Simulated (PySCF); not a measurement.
# C8H9BO2: excited states, first hyperpolarisability

What do calculations give for the excited states, first hyperpolarisability of C8H9BO2 (`C=Cc1ccc(B(O)O)cc1`)?

Computed with PySCF 2.14.0 and routines of our own; the level stands in each step. Atoms count from 0.

### Step 1. The starting structure

20 atoms, charge 0, multiplicity 1; geometry from: GFN2-xTB.

### Step 2. Geometry optimisation at PBE0-D3(BJ)/def2-SVP

The job: settings as JSON, then the geometry in Å.

```
{"job": {"xc": "PBE0", "basis": "def2-SVP", "d3": "d3bj", "grid": 2, "kind": "geom"}, "charge": 0, "multiplicity": 1}
C     -3.829667    -0.445994     0.261005
C     -2.901924     0.193213    -0.440955
C     -1.459641     0.092727    -0.250272
C     -0.604302     0.498465    -1.276291
C      0.764669     0.400082    -1.138911
C      1.341852    -0.092865     0.032283
B      2.903381    -0.201145     0.188107
O      3.684769     0.190533    -0.851783
O      3.406780    -0.682762     1.354253
C      0.481673    -0.479490     1.061678
C     -0.888018    -0.391351     0.927039
H     -3.585193    -1.122771     1.062158
H     -4.878116    -0.325741     0.047204
H     -3.208596     0.837072    -1.256906
H     -1.026326     0.883729    -2.194704
H      1.414257     0.710719    -1.943285
H      4.632740     0.114787    -0.736547
H      4.360422    -0.740298     1.425027
H      0.910886    -0.851103     1.980025
H     -1.524795    -0.685613     1.747838
```

The run is started by

```bash
$ OMP_NUM_THREADS=1 python excited_run.py task.json out
```

This one command runs all jobs of the session in turn.

The log of the run:

```text
step   0  E = -484.76969441  max force = 0.011049
step   1  E = -484.77168585  max force = 0.001264
step   2  E = -484.77172710  max force = 0.000374
step   3  E = -484.77176300  max force = 0.001047
step   4  E = -484.77181911  max force = 0.001337
step   5  E = -484.77186730  max force = 0.001675
step   6  E = -484.77188887  max force = 0.001289
step   7  E = -484.77189331  max force = 0.000584
step   8  E = -484.77189927  max force = 0.000230
optimisation converged
```

Run time: 3.4 min. Hardware: 1 thread of Arm Neoverse V2, shared host; peak memory 0.95 GiB.

Relaxation path:

| step | energy from step 0 (eV) | largest force component (eV/Å) |
| --- | --- | --- |
| 0 | 0.0000 | 0.5682 |
| 1 | -0.0542 | 0.0650 |
| 2 | -0.0553 | 0.0192 |
| 3 | -0.0563 | 0.0538 |
| 4 | -0.0578 | 0.0688 |
| 5 | -0.0591 | 0.0861 |
| 6 | -0.0597 | 0.0663 |
| 7 | -0.0598 | 0.0300 |
| 8 | -0.0600 | 0.0118 |

Distances of close pairs at the start and the end, largest changes first:

| bond | before (Å) | after (Å) | change (Å) |
| --- | --- | --- | --- |
| C0–H11 | 1.077 | 1.093 | +0.016 |
| C0–H12 | 1.077 | 1.092 | +0.015 |
| C4–H15 | 1.080 | 1.093 | +0.013 |
| C9–H18 | 1.080 | 1.093 | +0.013 |
| C10–H19 | 1.080 | 1.092 | +0.013 |
| C1–H13 | 1.084 | 1.096 | +0.012 |
| C3–H14 | 1.082 | 1.094 | +0.012 |
| C3–C4 | 1.379 | 1.391 | +0.011 |

The end geometry stands in the next job.

| at the end point | value |
| --- | --- |
| rotational constants (GHz, main isotopes) | 3.377, 0.546, 0.470 |
| dipole moment (D) | 2.77 |

### Step 3. Excited states: TDA CAM-B3LYP/def2-SVPD

The job: settings as JSON, then the geometry in Å.

```
{"job": {"kind": "states", "xc": "CAM-B3LYP", "basis": "def2-SVPD", "tda": true, "soc": true, "nstates": 6, "ntriplets": 5, "nquad": 4}, "charge": 0, "multiplicity": 1}
C     -3.939307    -0.293935     0.452468
C     -2.978014     0.115185    -0.384554
C     -1.526599     0.027795    -0.185451
C     -0.671640     0.496834    -1.194958
C      0.710209     0.433706    -1.052292
C      1.294056    -0.099425     0.104876
B      2.846816    -0.170193     0.266806
O      3.622543     0.295488    -0.756749
O      3.348179    -0.694468     1.424345
C      0.436254    -0.567449     1.114609
C     -0.943109    -0.506944     0.976000
H     -3.719099    -0.758725     1.417246
H     -4.993897    -0.174937     0.194397
H     -3.280907     0.569835    -1.334812
H     -1.107455     0.917062    -2.105817
H      1.356515     0.804662    -1.851715
H      4.571375     0.236748    -0.617481
H      4.306580    -0.723546     1.485652
H      0.870585    -0.986751     2.025724
H     -1.580075    -0.879359     1.781357
```

Level: TDA CAM-B3LYP/def2-SVPD excited states, vertical, gas phase, spin-orbit mean-field couplings.

The log of the run:

```text
coarse grid: 17528 points
cycle   1  E = -484.8453165765  dE =  2.000e+00  |g| = 8.542e-01  |ddm| = 1.987e+01
cycle   2  E = -484.8144413200  dE =  3.088e-02  |g| = 1.006e+00  |ddm| = 4.103e+00
cycle   3  E = -484.9961555739  dE = -1.817e-01  |g| = 6.469e-02  |ddm| = 1.715e+00
cycle   4  E = -484.9970072065  dE = -8.516e-04  |g| = 3.072e-02  |ddm| = 3.860e-01
cycle   5  E = -484.9972497659  dE = -2.426e-04  |g| = 9.187e-03  |ddm| = 2.047e-01
cycle   6  E = -484.9972694745  dE = -1.971e-05  |g| = 3.376e-03  |ddm| = 3.837e-02
cycle   7  E = -484.9972725672  dE = -3.093e-06  |g| = 6.523e-04  |ddm| = 1.301e-02
final grid: 171640 points
cycle   8  E = -485.1026881613  dE = -5.295e-05  |g| = 3.813e-03  |ddm| = 2.713e-01
cycle   9  E = -485.1026895495  dE = -1.388e-06  |g| = 3.291e-03  |ddm| = 3.692e-02
cycle  10  E = -485.1026922025  dE = -2.653e-06  |g| = 3.760e-04  |ddm| = 1.539e-02
cycle  11  E = -485.1026922238  dE = -2.126e-08  |g| = 2.568e-04  |ddm| = 2.133e-03
cycle  12  E = -485.1026922411  dE = -1.735e-08  |g| = 5.190e-05  |ddm| = 1.045e-03
cycle  13  E = -485.1026922418  dE = -6.945e-10  |g| = 1.673e-05  |ddm| = 2.214e-04
converged SCF energy = -485.1026922418

Singlet excitations
state   eV       nm        f     d(h-e)  d(exc)  Lambda  PR(NTO)  |dmu|/D   mu/D   main configurations
  1   4.9395   251.0   0.05327   0.105   3.116   0.595   1.841    0.236    2.478   H-1->L 0.56, H->L+2 0.34
  2   5.1189   242.2   0.65591   0.225   3.441   0.802   1.170    0.614    1.805   H->L 0.85
  3   6.0726   204.2   0.00042   4.631   6.089   0.136   1.009   18.959   16.563   H->L+1 0.91
  4   6.4565   192.0   0.21110   0.587   3.476   0.604   1.846    1.795    0.609   H->L+2 0.57, H-1->L 0.28
  5   6.6775   185.7   0.00948   0.636   4.323   0.301   1.081                     H->L+3 0.80
  6   6.7157   184.6   0.00001   3.714   5.279   0.107   1.022                     H-1->L+1 0.88

Triplet excitations (Tamm-Dancoff)
state   eV     d(h-e)  d(exc)  Lambda  PR(NTO)   main configurations
  1   3.0830   0.108   3.022   0.819   1.216   H->L 0.87
  2   4.2412   0.289   2.979   0.568   1.154   H-1->L 0.84
  3   4.4037   0.089   2.449   0.785   2.219   H-1->L+2 0.44, H-2->L 0.24, H->L+5 0.13
  4   4.7416   0.184   2.684   0.794   2.038   H-1->L+2 0.44, H-2->L 0.20, H->L+5 0.13
  5   4.8817   0.445   2.968   0.634   1.279   H->L+2 0.70
S1 - T1 = 1.8565 eV

Spin-orbit couplings |<S|Hso|T>| (cm-1)
             T1       T2       T3       T4       T5
S0        0.007    0.029    0.011    0.013    0.029
S1        0.027    0.003    0.027    0.016    0.016
S2        0.007    0.034    0.013    0.023    0.056
S3        1.437    0.147    0.784    1.483    0.496
S4        0.039    0.021    0.039    0.056    0.021
S5        2.515    0.182    1.556    0.983    0.205
S6        0.113    1.595    0.524    0.543    0.665
T1 sublevels (cm-1): 0.000 0.000 0.000   radiative rates (1/s): 0.0101 0.0011 5.64e-05
```

Wall time 2.1 min (1 thread of Arm Neoverse V2, shared host); peak memory 1.4 GiB.

In short:

| quantity | value |
| --- | --- |
| S1 less T1 | 1.86 eV |

Orbitals, density, ELF and potential are computed afterwards from the orbital file.

Frontier orbitals at CAM-B3LYP/def2-SVPD, with the share of their density that lies nearest to each atom:

| orbital | energy (eV) | lies on |
| --- | --- | --- |
| HOMO | -7.65 | C0, C2, C5 about 18 % each; C1, C10 about 9 % each; C3 8 % |
| LUMO | -0.31 | C0, C2, C5 about 14 % each; C1 9 %; B6 8 % |

ELF in a plane through or near 20 of the atoms.

Ten even steps from '0' (0.00) to '9' (1.00):
```
0000000000000000000000000000
0000000000000000000000000000
0000000000000000000000000000
0000000000461018940000000000
0000000000997049970010000000
0000003520999159960895000000
0000015860998558823997000000
0001587580268634515993000000
0002798371487548465350364000
0000475816716115956474999000
0000000353828438854723999200
0000044762567382730423999100
0000599362043182870898331000
0000387893199728990899200000
0000022671299708990499100000
0000000220199401870021000000
0000000000025000100000000000
0000000000000000000000000000
0000000000000000000000000000
0000000000000000000000000000
```
The map spans 15.0 Å across and 10.0 Å up, centred on the molecule. Atoms in the plane (x, y in Å): C0 (3.9, -0.5), C1 (2.9, 0.5), C2 (1.5, 0.3), C3 (0.6, 1.4), C4 (-0.8, 1.3), C5 (-1.4, 0.0), B6 (-2.9, -0.1), O7 (-3.7, 1.0), O8 (-3.4, -1.4), C9 (-0.5, -1.1), C10 (0.9, -1.0), H11 (3.6, -1.6), H12 (4.9, -0.2), H13 (3.2, 1.5), H14 (1.1, 2.4), H15 (-1.4, 2.2), H16 (-4.6, 0.9), H17 (-4.4, -1.4), H18 (-1.0, -2.1), H19 (1.5, -1.9).

On the surface of density 0.002 e/bohr³ the electrostatic potential runs, from the 1st to the 99th percentile, from -1.02 V near O7 to 2.80 V near H16.

### Step 4. Excited states: TDDFT CAM-B3LYP/def2-SVPD

The job, as its differences from that of step 3:

```diff
@@ -1,2 +1,2 @@
-{"job": {"kind": "states", "xc": "CAM-B3LYP", "basis": "def2-SVPD", "tda": true, "soc": true, "nstates": 6, "ntriplets": 5, "nquad": 4}, "charge": 0, "multiplicity": 1}
+{"job": {"kind": "states", "xc": "CAM-B3LYP", "basis": "def2-SVPD", "tpa": true, "nstates": 8, "nquad": 6, "ntriplets": 0}, "charge": 0, "multiplicity": 1}
 C     -3.939307    -0.293935     0.452468
```

With the program's defaults for keys left out, this is: TDDFT CAM-B3LYP/def2-SVPD excited states, vertical, gas phase, two-photon moments by quadratic response.

The log of the run:

```text
coarse grid: 17528 points
cycle   1  E = -484.8453165765  dE =  2.000e+00  |g| = 8.542e-01  |ddm| = 1.987e+01
cycle   2  E = -484.8144413200  dE =  3.088e-02  |g| = 1.006e+00  |ddm| = 4.103e+00
cycle   3  E = -484.9961555739  dE = -1.817e-01  |g| = 6.469e-02  |ddm| = 1.715e+00
cycle   4  E = -484.9970072065  dE = -8.516e-04  |g| = 3.072e-02  |ddm| = 3.860e-01
cycle   5  E = -484.9972497659  dE = -2.426e-04  |g| = 9.187e-03  |ddm| = 2.047e-01
cycle   6  E = -484.9972694745  dE = -1.971e-05  |g| = 3.376e-03  |ddm| = 3.837e-02
cycle   7  E = -484.9972725672  dE = -3.093e-06  |g| = 6.523e-04  |ddm| = 1.301e-02
final grid: 171640 points
cycle   8  E = -485.1026881613  dE = -5.295e-05  |g| = 3.813e-03  |ddm| = 2.713e-01
cycle   9  E = -485.1026895495  dE = -1.388e-06  |g| = 3.291e-03  |ddm| = 3.692e-02
cycle  10  E = -485.1026922025  dE = -2.653e-06  |g| = 3.760e-04  |ddm| = 1.539e-02
cycle  11  E = -485.1026922238  dE = -2.126e-08  |g| = 2.568e-04  |ddm| = 2.133e-03
cycle  12  E = -485.1026922411  dE = -1.735e-08  |g| = 5.190e-05  |ddm| = 1.045e-03
cycle  13  E = -485.1026922418  dE = -6.945e-10  |g| = 1.673e-05  |ddm| = 2.214e-04
converged SCF energy = -485.1026922418

Singlet excitations
state   eV       nm        f     d(h-e)  d(exc)  Lambda  PR(NTO)  |dmu|/D   mu/D   delta(TPA)   sigma/GM   main configurations
  1   4.8387   256.2   0.42730   0.235   3.307   0.753   1.319    0.666    1.876       24.00      0.206   H->L 0.72, H-1->L 0.12, H->L+2 0.11
  2   4.9092   252.6   0.13099   0.094   3.156   0.619   1.561    0.188    2.585       44.54      0.393   H-1->L 0.54, H->L 0.22, H->L+2 0.20
  3   6.0716   204.2   0.00034   4.633   6.090   0.136   1.009   18.952   16.556        0.34      0.005   H->L+1 0.91
  4   6.1289   202.3   0.19310   0.600   3.402   0.599   1.802    1.693    0.704      213.56      2.939   H->L+2 0.65, H-1->L 0.28
  5   6.5784   188.5   0.48432   0.116   2.820   0.820   1.844    0.243    2.325       13.82      0.219   H-1->L+2 0.71, H-2->L 0.15
  6   6.6752   185.7   0.00912   0.638   4.326   0.301   1.081    3.503    5.891       41.78      0.682   H->L+3 0.80
  7   6.7151   184.6   0.00002   3.715   5.280   0.107   1.022                                            H-1->L+1 0.88
  8   6.8485   181.0   0.00095   0.409   3.195   0.538   1.094                                            H-3->L 0.81, H-4->L 0.13
```

It took 2.5 min on 1 thread of Arm Neoverse V2, shared host; peak memory 1.4 GiB.

### Step 5. First hyperpolarisability: quadratic response CAM-B3LYP/def2-SVPD

The job, as its differences from that of step 4:

```diff
@@ -1,2 +1,2 @@
-{"job": {"kind": "states", "xc": "CAM-B3LYP", "basis": "def2-SVPD", "tpa": true, "nstates": 8, "nquad": 6, "ntriplets": 0}, "charge": 0, "multiplicity": 1}
+{"job": {"kind": "beta", "xc": "CAM-B3LYP", "basis": "def2-SVPD"}, "charge": 0, "multiplicity": 1}
 C     -3.939307    -0.293935     0.452468
```

Method: quadratic response CAM-B3LYP/def2-SVPD first hyperpolarisability, Taylor convention, gas phase.

The log of the run:

```text
coarse grid: 17528 points
cycle   1  E = -484.8453165765  dE =  2.000e+00  |g| = 8.542e-01  |ddm| = 1.987e+01
cycle   2  E = -484.8144413200  dE =  3.088e-02  |g| = 1.006e+00  |ddm| = 4.103e+00
cycle   3  E = -484.9961555739  dE = -1.817e-01  |g| = 6.469e-02  |ddm| = 1.715e+00
cycle   4  E = -484.9970072065  dE = -8.516e-04  |g| = 3.072e-02  |ddm| = 3.860e-01
cycle   5  E = -484.9972497659  dE = -2.426e-04  |g| = 9.187e-03  |ddm| = 2.047e-01
cycle   6  E = -484.9972694745  dE = -1.971e-05  |g| = 3.376e-03  |ddm| = 3.837e-02
cycle   7  E = -484.9972725672  dE = -3.093e-06  |g| = 6.523e-04  |ddm| = 1.301e-02
final grid: 171640 points
cycle   8  E = -485.1026881613  dE = -5.295e-05  |g| = 3.813e-03  |ddm| = 2.713e-01
cycle   9  E = -485.1026895495  dE = -1.388e-06  |g| = 3.291e-03  |ddm| = 3.692e-02
cycle  10  E = -485.1026922025  dE = -2.653e-06  |g| = 3.760e-04  |ddm| = 1.539e-02
cycle  11  E = -485.1026922238  dE = -2.126e-08  |g| = 2.568e-04  |ddm| = 2.133e-03
cycle  12  E = -485.1026922411  dE = -1.735e-08  |g| = 5.190e-05  |ddm| = 1.045e-03
cycle  13  E = -485.1026922418  dE = -6.945e-10  |g| = 1.673e-05  |ddm| = 2.214e-04
converged SCF energy = -485.1026922418

Lowest singlets (eV, f): 4.8387 0.4273  4.9092 0.1310  6.0716 0.0003

First hyperpolarisability (au)
process     nm      |vector|   parallel      HRS      DR
static         -      332.06    -199.23     157.87   3.484
shg       1907.0      364.13    -218.48     171.97   3.546
eope      1907.0      342.24    -205.34          -       -
shg       1064.0      455.52     -273.3      212.0   3.694
eope      1064.0      366.58    -219.94          -       -
```

Run time: 2 min. Hardware: 1 thread of Arm Neoverse V2, shared host; peak memory 1.4 GiB.

### Step 6. Excited states: TDA CAM-B3LYP/def2-SVPD in tetrahydrofuran

The job, as its differences from that of step 5:

```diff
@@ -1,2 +1,2 @@
-{"job": {"kind": "beta", "xc": "CAM-B3LYP", "basis": "def2-SVPD"}, "charge": 0, "multiplicity": 1}
+{"job": {"kind": "states", "xc": "CAM-B3LYP", "basis": "def2-SVPD", "tda": true, "soc": true, "nstates": 6, "ntriplets": 5, "nquad": 4, "solvent": "tetrahydrofuran"}, "charge": 0, "multiplicity": 1}
 C     -3.939307    -0.293935     0.452468
```

Method: TDA CAM-B3LYP/def2-SVPD excited states, vertical, IEF-PCM tetrahydrofuran (non-equilibrium response), spin-orbit mean-field couplings.

The log of the run:

```text
coarse grid: 17528 points
cycle   1  E = -484.8675409231  dE =  1.979e+00  |g| = 8.342e-01  |ddm| = 2.000e+01
cycle   2  E = -484.8427485226  dE =  2.479e-02  |g| = 9.697e-01  |ddm| = 3.820e+00
cycle   3  E = -485.0096484208  dE = -1.669e-01  |g| = 6.191e-02  |ddm| = 1.496e+00
cycle   4  E = -485.0104819503  dE = -8.335e-04  |g| = 2.619e-02  |ddm| = 3.762e-01
cycle   5  E = -485.0106659053  dE = -1.840e-04  |g| = 5.505e-03  |ddm| = 1.731e-01
cycle   6  E = -485.0106736398  dE = -7.734e-06  |g| = 1.575e-03  |ddm| = 2.706e-02
final grid: 171640 points
cycle   7  E = -485.1159776141  dE = -5.289e-05  |g| = 3.762e-03  |ddm| = 2.719e-01
cycle   8  E = -485.1159787840  dE = -1.170e-06  |g| = 3.336e-03  |ddm| = 3.571e-02
cycle   9  E = -485.1159815346  dE = -2.751e-06  |g| = 4.130e-04  |ddm| = 1.481e-02
cycle  10  E = -485.1159815712  dE = -3.661e-08  |g| = 2.019e-04  |ddm| = 2.052e-03
cycle  11  E = -485.1159815830  dE = -1.175e-08  |g| = 3.987e-05  |ddm| = 7.998e-04
cycle  12  E = -485.1159815834  dE = -4.453e-10  |g| = 1.785e-05  |ddm| = 1.738e-04
converged SCF energy = -485.1159815834

Singlet excitations
state   eV       nm        f     d(h-e)  d(exc)  Lambda  PR(NTO)  |dmu|/D   mu/D   main configurations
  1   4.9238   251.8   0.37492   0.204   3.245   0.690   1.402    0.590    2.430   H->L 0.42, H-1->L 0.31, H->L+2 0.23
  2   5.0157   247.2   0.46537   0.153   3.316   0.708   1.259    0.340    2.433   H->L 0.52, H-1->L 0.31, H->L+2 0.12
  3   6.3447   195.4   0.33789   0.585   3.439   0.596   1.878    2.079    0.687   H->L+2 0.59, H-1->L 0.30
  4   6.3976   193.8   0.00469   2.651   5.165   0.196   1.035   11.602    8.841   H->L+1 0.74, H->L+3 0.19
  5   6.7478   183.7   0.70529   0.150   2.856   0.827   1.831                     H-1->L+2 0.67, H-2->L 0.18
  6   6.8193   181.8   0.00065   0.302   3.206   0.531   1.112                     H-3->L 0.73, H-4->L 0.20

Triplet excitations (Tamm-Dancoff)
state   eV     d(h-e)  d(exc)  Lambda  PR(NTO)   main configurations
  1   3.1025   0.119   3.020   0.820   1.214   H->L 0.87
  2   4.2825   0.281   2.961   0.575   1.179   H-1->L 0.82
  3   4.4248   0.087   2.466   0.785   2.108   H-1->L+2 0.45, H-2->L 0.22, H->L+4 0.12
  4   4.7614   0.198   2.702   0.786   1.851   H-1->L+2 0.42, H-2->L 0.19, H->L+2 0.16
  5   4.8707   0.430   2.950   0.639   1.338   H->L+2 0.65, H->L+4 0.09, H-2->L 0.09
S1 - T1 = 1.8213 eV

Spin-orbit couplings |<S|Hso|T>| (cm-1)
             T1       T2       T3       T4       T5
S0        0.008    0.029    0.012    0.014    0.027
S1        0.022    0.020    0.024    0.007    0.038
S2        0.014    0.034    0.016    0.027    0.040
S3        0.041    0.018    0.040    0.057    0.025
S4        0.649    0.153    0.521    0.691    0.499
S5        0.016    0.063    0.026    0.011    0.011
S6        0.415    1.325    0.412    0.649    0.273
T1 sublevels (cm-1): 0.000 0.000 0.000   radiative rates (1/s): 0.000394 3.42e-05 0.000172
```

It took 2 min on 1 thread of Arm Neoverse V2, shared host; peak memory 1.5 GiB.

Key values:

| quantity | value |
| --- | --- |
| S1 less T1 | 1.82 eV |

### Step 7. Outcome

```
                                                       quantity                                                value
                           rotational constants (main isotopes)                                 3.38, 0.55, 0.47 GHz
                   S1 less T1 (step 3, TDA CAM-B3LYP/def2-SVPD)                                              1.86 eV
                          surface potential, 1st and 99th percentile                                   -1.02 V and 2.80 V
      β vector (step 5, quadratic response CAM-B3LYP/def2-SVPD)  static 332, SHG 1907.0 nm 364, SHG 1064.0 nm 456 au
S1 less T1 (step 6, TDA CAM-B3LYP/def2-SVPD in tetrahydrofuran)                                              1.82 eV
```

What this shows: The optimisation took 8 steps and gained 0.060 eV; among the close pairs (by a distance rule), C0–H11 changed most, from 1.077 to 1.093 Å. No frequency check was run at this level, so the end point may be a saddle. In step 3, the number of triplets below S1 is at least 5, and the largest singlet-triplet spin-orbit coupling is S5–T1, 2.52 cm⁻¹. At CAM-B3LYP/def2-SVPD, counted by nearest atom on the grid, the HOMO lies on C0, C2, C5 about 18 % each; C1, C10 about 9 % each, the LUMO on C0, C2, C5 about 14 % each; C1 9 %. β grows from 332 au (static) to 456 au for doubling at 1064.0 nm: normal dispersion, which grows as twice the photon energy moves toward the bright states. In step 6, the number of triplets below S1 is at least 5, and the largest singlet-triplet spin-orbit coupling is S6–T2, 1.32 cm⁻¹.
